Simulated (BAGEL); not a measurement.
# CH3F2NSi (SMILES FC(F)=N[SiH3]): levels of theory compared

We compute a comparison of 4 runs (B3LYP/6-31G*, B3LYP/def2-SVP, PBE0/def2-SVP, RI-MP2/def2-SVP) of CH3F2NSi. 

The calculation is run with BAGEL 1.2.2.

4 further runs of the same task are left out: 3 that didn't finish, 1 set aside as unsound or not needed.

### Step 1. The molecule

CH3F2NSi: 8 atoms, total charge 0, spin state singlet. SMILES: `FC(F)=N[SiH3]`. Geometry: relaxed at PBE0-D4/def2-TZVP.

Bond lengths: F1–C2 1.312 Å, C2–F3 1.323 Å, C2–N4 1.224 Å, N4–Si5 1.734 Å, Si5–H6 1.481 Å, Si5–H7 1.482 Å, Si5–H8 1.486 Å. Angles: F1–C2–F3 107.0°, F1–C2–N4 124.7°, F3–C2–N4 128.3°, C2–N4–Si5 131.4°, N4–Si5–H6 107.1°, N4–Si5–H7 107.1°, N4–Si5–H8 113.0°, H6–Si5–H7 110.0°, H6–Si5–H8 109.7°, H7–Si5–H8 109.7°.

### Step 2. The energy at B3LYP/6-31G(d) (density fitting with qzvpp-jkfit, spherical functions) (run 1)

Input file job.json:

```json
{ "bagel": [

{
  "title": "molecule",
  "basis": "6-31gs.json",
  "df_basis": "qzvpp-jkfit",
  "angstrom": "true",
  "geometry": [
    { "atom": "F", "xyz": [    2.154400,   -1.432200,    0.932000 ] },
    { "atom": "C", "xyz": [    0.973400,   -0.966100,    0.602200 ] },
    { "atom": "F", "xyz": [    0.076200,   -1.822100,    1.064300 ] },
    { "atom": "N", "xyz": [    0.782500,    0.072400,   -0.017600 ] },
    { "atom": "Si", "xyz": [   -0.679000,    0.844400,   -0.540400 ] },
    { "atom": "H", "xyz": [   -0.704100,    2.192700,    0.073000 ] },
    { "atom": "H", "xyz": [   -0.608400,    0.959200,   -2.015800 ] },
    { "atom": "H", "xyz": [   -1.902800,    0.094700,   -0.153800 ] }
  ]
},
{ "title": "ks", "xc_func": "b3lyp" },
{ "title": "print", "file": "orbitals.molden", "orbitals": "true" }

]}
```

The basis set 6-31G* is read from a file made from the Basis Set Exchange's data (not shown).

Launch:

```console
$ BAGEL_NUM_THREADS=1 BAGEL job.json > job.out
```

Output:

```text
* using 1 threads per process

  ===============================================================
  ===============================================================

  *** Geometry ***

  { "atom" : "F", "xyz" : [      4.071226,     -2.706466,      1.761225 ] },
  { "atom" : "C", "xyz" : [      1.839459,     -1.825664,      1.137993 ] },
  { "atom" : "F", "xyz" : [      0.143997,     -3.443270,      2.011236 ] },
  { "atom" : "N", "xyz" : [      1.478711,      0.136816,     -0.033259 ] },
  { "atom" : "Si", "xyz" : [     -1.283124,      1.595685,     -1.021208 ] },
  { "atom" : "H", "xyz" : [     -1.330556,      4.143602,      0.137950 ] },
  { "atom" : "H", "xyz" : [     -1.149709,      1.812625,     -3.809310 ] },
  { "atom" : "H", "xyz" : [     -3.595771,      0.178957,     -0.290640 ] },

  Number of auxiliary basis functions:      488

  Since a DF basis is specified, we compute 2- and 3-index integrals:
    o Being stored without compression. Storage requirement is 0.025 GB

  Number of basis functions:       80
  Number of electrons      :       48

    * METHOD: MOLECULE                             0.24

  *** Kohn-Sham DFT ***

    * Removing 13984 points whose weight is below 1.00e-10
    * Grid points: 105264

  === Nuclear Repulsion ===
   224.8907112618

       - DIIS with orbital gradients will be used.

  === KS iteration (b3lyp / 6-31gs.json) ===
      0       -544.16297980          0.14281849           0.37
      1       -453.59199230          0.12833176           0.59
      2       -381.39251770          0.22683419           0.37
      3       -552.83646039          0.14939708           0.36
      4       -556.69689208          0.15543788           0.37
      5       -555.87577165          0.17421312           0.37
[... 45 lines of this table left out ...]
     51       -583.82758613          0.00000005           0.36
     52       -583.82758613          0.00000001           0.37
    * SCF iteration converged.

    * Permanent dipole moment:
           (    0.365694,     0.023546,     0.003353) a.u.

    * METHOD: KS                                  20.14

    * METHOD: PRINT                                0.01

  ===============================================================
```

It took 21 s on 1 thread of Intel Xeon Platinum 8488C (Sapphire Rapids), shared host; peak memory 0.42 GiB.

### Step 3. The energy at B3LYP/def2-SVP (density fitting with qzvpp-jkfit) (run 2)

Input file input.json:

```json
{ "bagel": [

{
  "title": "molecule",
  "basis": "svp",
  "df_basis": "qzvpp-jkfit",
  "angstrom": true,
  "geometry": [
    { "atom": "F", "xyz": [       2.154400,      -1.432200,       0.932000 ] },
    { "atom": "C", "xyz": [       0.973400,      -0.966100,       0.602200 ] },
    { "atom": "F", "xyz": [       0.076200,      -1.822100,       1.064300 ] },
    { "atom": "N", "xyz": [       0.782500,       0.072400,      -0.017600 ] },
    { "atom": "Si", "xyz": [      -0.679000,       0.844400,      -0.540400 ] },
    { "atom": "H", "xyz": [      -0.704100,       2.192700,       0.073000 ] },
    { "atom": "H", "xyz": [      -0.608400,       0.959200,      -2.015800 ] },
    { "atom": "H", "xyz": [      -1.902800,       0.094700,      -0.153800 ] }
  ]
},

{
  "title": "ks",
  "xc_func": "b3lyp"
},

{
  "title": "print",
  "file": "orbitals.molden",
  "orbitals": true
}

]}
```

Launch:

```console
$ BAGEL_NUM_THREADS=1 BAGEL input.json > input.out
```

Output:

```text
* using 1 threads per process

  ===============================================================
  ===============================================================

  *** Geometry ***

  { "atom" : "F", "xyz" : [      4.071226,     -2.706466,      1.761225 ] },
  { "atom" : "C", "xyz" : [      1.839459,     -1.825664,      1.137993 ] },
  { "atom" : "F", "xyz" : [      0.143997,     -3.443270,      2.011236 ] },
  { "atom" : "N", "xyz" : [      1.478711,      0.136816,     -0.033259 ] },
  { "atom" : "Si", "xyz" : [     -1.283124,      1.595685,     -1.021208 ] },
  { "atom" : "H", "xyz" : [     -1.330556,      4.143602,      0.137950 ] },
  { "atom" : "H", "xyz" : [     -1.149709,      1.812625,     -3.809310 ] },
  { "atom" : "H", "xyz" : [     -3.595771,      0.178957,     -0.290640 ] },

  Number of auxiliary basis functions:      488

  Since a DF basis is specified, we compute 2- and 3-index integrals:
    o Being stored without compression. Storage requirement is 0.031 GB

  Number of basis functions:       89
  Number of electrons      :       48

    * METHOD: MOLECULE                             0.23

  *** Kohn-Sham DFT ***

    * Removing 13984 points whose weight is below 1.00e-10
    * Grid points: 105264

  === Nuclear Repulsion ===
   224.8907112618

       - DIIS with orbital gradients will be used.

  === KS iteration (b3lyp / svp) ===
      0       -543.54396906          0.13700049           0.41
      1       -450.85196976          0.12473570           0.48
      2       -380.65482800          0.23840636           0.40
      3       -509.53569672          0.16262083           0.41
      4       -557.95354397          0.13224398           0.42
      5       -563.98131870          0.10413317           0.41
[... 21 lines of this table left out ...]
     27       -583.54317252          0.00000003           0.40
     28       -583.54317252          0.00000000           0.40
    * SCF iteration converged.

    * Permanent dipole moment:
           (    0.373411,    -0.023406,     0.031378) a.u.

    * METHOD: KS                                  12.45

    * METHOD: PRINT                                0.01

  ===============================================================
```

Wall time 13 s (1 thread of Intel Xeon Platinum 8488C (Sapphire Rapids), shared host); peak memory 0.45 GiB.

### Step 4. A single-point energy at PBE0/def2-SVP (density fitting with qzvpp-jkfit) (run 3)

Input file input.json:

```json
{ "bagel" : [

{
  "title" : "molecule",
  "basis" : "svp",
  "df_basis" : "qzvpp-jkfit",
  "angstrom" : true,
  "geometry" : [
    { "atom" : "F", "xyz" : [    2.154400,   -1.432200,    0.932000 ] },
    { "atom" : "C", "xyz" : [    0.973400,   -0.966100,    0.602200 ] },
    { "atom" : "F", "xyz" : [    0.076200,   -1.822100,    1.064300 ] },
    { "atom" : "N", "xyz" : [    0.782500,    0.072400,   -0.017600 ] },
    { "atom" : "Si", "xyz" : [   -0.679000,    0.844400,   -0.540400 ] },
    { "atom" : "H", "xyz" : [   -0.704100,    2.192700,    0.073000 ] },
    { "atom" : "H", "xyz" : [   -0.608400,    0.959200,   -2.015800 ] },
    { "atom" : "H", "xyz" : [   -1.902800,    0.094700,   -0.153800 ] }
  ]
},
{
  "title" : "ks",
  "xc_func" : "pbe0"
},
{
  "title" : "print",
  "file" : "orbitals.molden",
  "orbitals" : true
}

]}
```

Launch:

```console
$ BAGEL_NUM_THREADS=1 BAGEL input.json > input.out
```

Output:

```text
* using 1 threads per process

  ===============================================================
  ===============================================================

  *** Geometry ***

  { "atom" : "F", "xyz" : [      4.071226,     -2.706466,      1.761225 ] },
  { "atom" : "C", "xyz" : [      1.839459,     -1.825664,      1.137993 ] },
  { "atom" : "F", "xyz" : [      0.143997,     -3.443270,      2.011236 ] },
  { "atom" : "N", "xyz" : [      1.478711,      0.136816,     -0.033259 ] },
  { "atom" : "Si", "xyz" : [     -1.283124,      1.595685,     -1.021208 ] },
  { "atom" : "H", "xyz" : [     -1.330556,      4.143602,      0.137950 ] },
  { "atom" : "H", "xyz" : [     -1.149709,      1.812625,     -3.809310 ] },
  { "atom" : "H", "xyz" : [     -3.595771,      0.178957,     -0.290640 ] },

  Number of auxiliary basis functions:      488

  Since a DF basis is specified, we compute 2- and 3-index integrals:
    o Being stored without compression. Storage requirement is 0.031 GB

  Number of basis functions:       89
  Number of electrons      :       48

    * METHOD: MOLECULE                             0.27

  *** Kohn-Sham DFT ***

    * Removing 13984 points whose weight is below 1.00e-10
    * Grid points: 105264

  === Nuclear Repulsion ===
   224.8907112618

       - DIIS with orbital gradients will be used.

  === KS iteration (pbe0 / svp) ===
      0       -543.13252386          0.13674427           0.42
      1       -451.47404953          0.12980386           0.47
      2       -383.29644046          0.23485455           0.39
      3       -553.40905117          0.13623493           0.39
      4       -561.43983569          0.12032926           0.40
      5       -565.15915435          0.09601880           0.39
[... 21 lines of this table left out ...]
     27       -583.10430165          0.00000004           0.39
     28       -583.10430165          0.00000001           0.39
    * SCF iteration converged.

    * Permanent dipole moment:
           (    0.388120,    -0.024426,     0.032687) a.u.

    * METHOD: KS                                  12.09

    * METHOD: PRINT                                0.01

  ===============================================================
```

Run time: 13 s. Hardware: 1 thread of Intel Xeon Platinum 8488C (Sapphire Rapids), shared host; peak memory 0.45 GiB.

### Step 5. A single-point energy at RI-MP2/def2-SVP (density fitting with qzvpp-jkfit) (run 4)

Input file calc.json:

```json
{ "bagel" : [

{
  "title" : "molecule",
  "basis" : "svp",
  "df_basis" : "qzvpp-jkfit",
  "angstrom" : true,
  "geometry" : [
    { "atom" : "F", "xyz" : [       2.154400,      -1.432200,       0.932000 ] },
    { "atom" : "C", "xyz" : [       0.973400,      -0.966100,       0.602200 ] },
    { "atom" : "F", "xyz" : [       0.076200,      -1.822100,       1.064300 ] },
    { "atom" : "N", "xyz" : [       0.782500,       0.072400,      -0.017600 ] },
    { "atom" : "Si", "xyz" : [      -0.679000,       0.844400,      -0.540400 ] },
    { "atom" : "H", "xyz" : [      -0.704100,       2.192700,       0.073000 ] },
    { "atom" : "H", "xyz" : [      -0.608400,       0.959200,      -2.015800 ] },
    { "atom" : "H", "xyz" : [      -1.902800,       0.094700,      -0.153800 ] }
  ]
},

{ "title" : "hf" },

{ "title" : "mp2", "ncore" : 9 }

]}
```

Launch:

```console
$ BAGEL_NUM_THREADS=1 BAGEL calc.json > calc.out
```

Output:

```text
* using 1 threads per process

  ===============================================================
  ===============================================================

  *** Geometry ***

  { "atom" : "F", "xyz" : [      4.071226,     -2.706466,      1.761225 ] },
  { "atom" : "C", "xyz" : [      1.839459,     -1.825664,      1.137993 ] },
  { "atom" : "F", "xyz" : [      0.143997,     -3.443270,      2.011236 ] },
  { "atom" : "N", "xyz" : [      1.478711,      0.136816,     -0.033259 ] },
  { "atom" : "Si", "xyz" : [     -1.283124,      1.595685,     -1.021208 ] },
  { "atom" : "H", "xyz" : [     -1.330556,      4.143602,      0.137950 ] },
  { "atom" : "H", "xyz" : [     -1.149709,      1.812625,     -3.809310 ] },
  { "atom" : "H", "xyz" : [     -3.595771,      0.178957,     -0.290640 ] },

  Number of auxiliary basis functions:      488

  Since a DF basis is specified, we compute 2- and 3-index integrals:
    o Being stored without compression. Storage requirement is 0.031 GB

  Number of basis functions:       89
  Number of electrons      :       48

    * METHOD: MOLECULE                             0.23

  *** RHF ***

  === Nuclear Repulsion ===
   224.8907112618

      * DIIS with orbital gradients will be used.

  === RHF iteration (svp) ===
      0       -581.33483689          0.01877219           0.08
      1       -581.48430415          0.01194910           0.07
      2       -581.55153764          0.00136868           0.07
      3       -581.55347608          0.00056511           0.07
      4       -581.55372485          0.00017309           0.07
      5       -581.55377192          0.00009275           0.07
      6       -581.55378262          0.00003423           0.10
      7       -581.55378469          0.00000965           0.07
      8       -581.55378478          0.00000431           0.07
      9       -581.55378479          0.00000129           0.07
     10       -581.55378479          0.00000051           0.07
     11       -581.55378479          0.00000017           0.07
     12       -581.55378479          0.00000008           0.07
     13       -581.55378479          0.00000003           0.07
     14       -581.55378479          0.00000001           0.07
    * SCF iteration converged.

    * Permanent dipole moment:
           (    0.463821,    -0.059240,     0.056749) a.u.

    * METHOD: HF                                   1.24

  *** RHF ***

  === Nuclear Repulsion ===
   224.8907112618

      * DIIS with orbital gradients will be used.

  === RHF iteration (svp) ===
      0       -581.55378479          0.00000000           0.07
    * SCF iteration converged.

    * Permanent dipole moment:
           (    0.463821,    -0.059240,     0.056749) a.u.

  === DF-MP2 calculation ===

    * freezing 9 orbitals
    * 3-index integral transformation done
    * assembly done

      MP2 correlation energy:   -0.7487119021      0.05

      MP2 total energy:       -582.3024966921

    * METHOD: MP2                                  0.20

  ===============================================================
```

Run time: 2 s. Hardware: 1 thread of Intel Xeon Platinum 8488C (Sapphire Rapids), shared host; peak memory 0.12 GiB.

### Step 6. All runs side by side

| run | level | frozen core orbitals | energy (Eh) | dipole moment (D) | HOMO energy (eV) | LUMO energy (eV) | wall time |
| --- | --- | --- | --- | --- | --- | --- | --- |
| 1 | B3LYP/6-31G* (density fitting with qzvpp-jkfit, spherical functions) | – | -583.827586 | 0.93 | -8.06 | -0.15 | 21 s |
| 2 | B3LYP/def2-SVP (density fitting with qzvpp-jkfit) | – | -583.543173 | 0.95 | -8.22 | -0.39 | 13 s |
| 3 | PBE0/def2-SVP (density fitting with qzvpp-jkfit) | – | -583.104302 | 0.99 | -8.53 | -0.18 | 13 s |
| 4 | RI-MP2/def2-SVP (density fitting with qzvpp-jkfit) | 9 | -582.302497 | – | – | – | 2 s |

### Step 7. Results

| quantity | value |
| --- | --- |
| run 4: total energy | -582.30250 Eh |
| run 4: correlation energy (9 core orbitals frozen) | -748.7 mEh |

**Reading.** Over runs 1, 2, 3 the dipole moment (its size) runs from 0.93 D (B3LYP/6-31G*) to 0.99 D (PBE0/def2-SVP). The two ends differ in method and basis. Over runs 1, 2, 3 the HOMO–LUMO gap runs from 7.83 eV (B3LYP/def2-SVP) to 8.35 eV (PBE0/def2-SVP). Totals of different functionals can't be ranked against each other. All runs together took 49 s, the longest 21 s.
